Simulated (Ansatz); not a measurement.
# FH6NSiSn: the cost of one run

Computed with Ansatz 0.2.0 through its Python package. Level of theory: B3LYP/def2-TZVP.

## (1) Starting point

Bond lengths: F1–Sn2 1.943 Å, Sn2–N3 2.029 Å, N3–Si4 1.768 Å, Sn2–H5 1.763 Å, Sn2–H6 1.760 Å, N3–H7 1.058 Å, Si4–H8 1.489 Å, Si4–H9 1.537 Å, Si4–H10 1.428 Å. Angles (14 of 15 angles, heavy atoms first): F1–Sn2–N3 107.3°, Sn2–N3–Si4 110.4°, F1–Sn2–H5 109.8°, F1–Sn2–H6 111.3°, N3–Sn2–H5 109.4°, N3–Sn2–H6 109.5°, Sn2–N3–H7 109.9°, Si4–N3–H7 105.7°, N3–Si4–H8 107.2°, N3–Si4–H9 109.7°, N3–Si4–H10 115.2°, H5–Sn2–H6 109.6°, H8–Si4–H9 106.7°, H8–Si4–H10 109.0°.

No structure file is read: the coordinates are typed or built in the script.

## (2) The script

Input file fh6nsisn_tae.py:

```python
from collections import Counter

import ansatz as az
from ase import Atoms


def energy_of(molecule, charge=0, unpaired=0):
    calc = molecule.calculation().basis(gaussian="def2-TZVP").functional("B3LYP")
    if charge:
        calc = calc.charge(charge)
    if unpaired:
        calc = calc.spin("collinear", total=unpaired)
    report = calc.run().report
    if report["published_state_doubts"]:
        print("  doubts:", report["published_state_doubts"])
    return report["free_energy_ev"]

atoms = Atoms(["F", "Sn", "N", "Si", "H", "H", "H", "H", "H", "H"], positions=[
    [-1.7824, -0.6866, -1.5689],
    [-0.7074, 0.8613, -1.0948],
    [1.0002, 0.1729, -0.241],
    [0.6323, -0.7045, 1.2492],
    [-0.3075, 1.7782, -2.547],
    [-1.5539, 1.9016, 0.0442],
    [1.4643, -0.5306, -0.8799],
    [-0.315, -1.7976, 0.895],
    [-0.1087, 0.221, 2.2267],
    [1.7613, -1.267, 1.9194],
])
molecule = az.Crystal.molecule_from_ase(atoms)

unpaired = {"F": 1, "Sn": 2, "N": 3, "Si": 2, "H": 1}
counts = Counter(site.symbol for site in molecule.cartesian_sites)
atom_energy = {s: energy_of(az.Crystal.molecule().atom(s, (0, 0, 0)), 0, unpaired[s]) for s in counts}
whole = energy_of(molecule, 0, 0)
for s, e in atom_energy.items():
    print(f"{s:2s} x{counts[s]}  {e:14.5f} eV")
print(f"FH6NSiSn: {whole:.5f} eV")
split = sum(counts[s] * e for s, e in atom_energy.items()) - whole
print(f"atomisation energy (no zero-point term): {split:.3f} eV, {split / sum(counts.values()):.3f} eV an atom")
```

## (3) The input behind the calls

The package turns the script's settings into the engine's input (first run):

```yaml
crystal:
  periodic: [false, false, false]
  atoms:
    - { symbol: F, position_ang: [0.0, 0.0, 0.0] }
basis:
  gaussian:
    orbitals: def2-TZVP
hamiltonian:
  xc: b3lyp
magnetization:
  spin_polarized: true
  initial_magnetization: 1.0
```

## (4) Running it

On the command line:

```
> python fh6nsisn_tae.py
```

**Question.** How long does this script take on 1 thread of Arm Neoverse V2, shared host, and how much memory does it need?

About 8.7 s, with a peak of 0.41 GiB.
